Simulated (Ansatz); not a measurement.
# C₅H₆F₂: basis-set convergence

The task here is to estimate one member of a computed series from the others.

Method: one geometry, several basis sets; program: Ansatz 0.2.0, Gaussian basis.

Levels to be run: PBE0-D4/def2-SVP; ωB97M-V/def2-SVP; PBE0-D4/def2-QZVPP; ωB97M-V/def2-QZVPP; the functionals' def2-TZVPP values are taken from earlier runs.

## Structure used throughout

The geometry comes from an earlier relaxation with PBE0-D4 in a triple-zeta def2 set; it is a stationary point, not always the lowest conformer.

SMILES `F[C@H]1C=CC[C@@H]1F`, 13 atoms, charge 0, spin multiplicity 1.

Atoms are counted from 1 here; the program's logs count them from 0.

Bond lengths: F1–C2 1.393 Å, C2–C3 1.491 Å, C2–C6 1.533 Å, C2–H8 1.094 Å, C3–C4 1.328 Å, C3–H9 1.082 Å, C4–C5 1.497 Å, C4–H10 1.084 Å, C5–C6 1.527 Å, C5–H11 1.093 Å, C5–H12 1.095 Å, C6–F7 1.386 Å, C6–H13 1.092 Å. Angles: F1–C2–C3 110.5°, F1–C2–C6 110.1°, F1–C2–H8 106.9°, C3–C2–C6 104.4°, C3–C2–H8 114.6°, C6–C2–H8 110.3°, C2–C3–C4 111.4°, C2–C3–H9 122.6°, C4–C3–H9 126.0°, C3–C4–C5 112.7°, C3–C4–H10 124.8°, C5–C4–H10 122.5°, C4–C5–C6 103.6°, C4–C5–H11 113.1°, C4–C5–H12 111.4°, C6–C5–H11 109.5°, C6–C5–H12 112.3°, H11–C5–H12 106.9° and more.

Geometry (Å):

```xyz
13

F    -0.30241    1.33364    1.80195
C     0.41626    0.92670    0.67997
C     0.95808   -0.44857    0.87761
C     0.34310   -1.32827    0.09547
C    -0.70415   -0.69858   -0.76992
C    -0.51972    0.79770   -0.52692
F     0.09414    1.37311   -1.62891
H     1.17427    1.69266    0.49305
H     1.73840   -0.67054    1.59400
H     0.55077   -2.39209    0.07874
H    -0.56972   -0.91547   -1.83295
H    -1.70716   -1.04375   -0.49859
H    -1.45126    1.33875   -0.34891
```

Set-up of the first run:

in.yaml reads:

```yaml
crystal:
  periodic: [false, false, false]
  atoms:
    - {symbol: F, position_ang: [-0.302414, 1.333641, 1.801954]}
    - {symbol: C, position_ang: [0.416264, 0.926697, 0.679974]}
    - {symbol: C, position_ang: [0.958077, -0.448566, 0.877611]}
    - {symbol: C, position_ang: [0.343102, -1.328269, 0.095466]}
    - {symbol: C, position_ang: [-0.704154, -0.698580, -0.769924]}
    - {symbol: C, position_ang: [-0.519724, 0.797701, -0.526915]}
    - {symbol: F, position_ang: [0.094136, 1.373110, -1.628906]}
    - {symbol: H, position_ang: [1.174275, 1.692661, 0.493054]}
    - {symbol: H, position_ang: [1.738405, -0.670543, 1.594000]}
    - {symbol: H, position_ang: [0.550771, -2.392087, 0.078741]}
    - {symbol: H, position_ang: [-0.569716, -0.915468, -1.832954]}
    - {symbol: H, position_ang: [-1.707157, -1.043746, -0.498589]}
    - {symbol: H, position_ang: [-1.451263, 1.338749, -0.348912]}
basis:
  gaussian: {orbitals: def2-SVP}
hamiltonian: {xc: pbe0, dispersion: d4}
output: {orbitals: {seedname: orbitals}}
```

On the command line:

```
$ ansatz run in.yaml --threads 4 --pin off --events-out ev --progress --plain --max-ram 11315MiB
```

Steps of the session up to this table: PBE0-D4 in def2-SVP; ωB97M-V in def2-SVP; PBE0-D4 in def2-QZVPP; ωB97M-V in def2-QZVPP.

One of the session's tables, all rows but one given; the rest of the session is left out.

It belongs to the step «Functionals by basis». 

| functional | basis | HOMO (eV) | LUMO (eV) |
| --- | --- | --- | --- |
| PBE0-D4 | def2-SVP | ? | ? |
| PBE0-D4 | def2-TZVPP | -7.88 | -0.31 |
| PBE0-D4 | def2-QZVPP | -7.91 | -0.38 |
| ωB97M-V | def2-SVP | -10.09 | 2.09 |
| ωB97M-V | def2-TZVPP | -10.13 | 1.82 |
| ωB97M-V | def2-QZVPP | -10.16 | 1.68 |

Q: Estimate the row for PBE0-D4, def2-SVP from the others.

The run gave: HOMO (eV): -7.85; LUMO (eV): -0.14. In the column «HOMO (eV)» it is the highest.
